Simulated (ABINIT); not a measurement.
The system is GaGe.

```
Ge Ga
1.0
     0.00000    2.89784    2.89784
     2.89784    0.00000    2.89784
     2.89784    2.89784    0.00000
Ge Ga
1 1
Direct
  0.00000 0.00000 0.00000
  0.25000 0.25000 0.25000
```

The cell comes from a database or a generator and needn't be the stable form of this composition.

Base run:

* Program: ABINIT 10.8.3 (patched build)
* Functional: PBE
* Potentials or basis: JTH PAW PBE v2.0
* Cutoff: 599 eV
* k mesh: 8 × 8 × 8
* Occupations: fermi-dirac, width 0.05 eV
* Spin: no spin polarisation

Its results: band gap on the k mesh none (metal or under the smearing width); pressure 0.0 GPa.

Question: The run is repeated on the same cell with these changes: functional from PBE to PBEsol; potentials or basis from JTH PAW PBE v2.0 to PseudoDojo NC SR PBEsol v0.4.1 standard; cutoff from 599 eV to 1088 eV. What comes out?

Answer: Band gap on the k mesh none (metal or under the smearing width); pressure -2.3 GPa.

Not every run made on this cell is shown here.
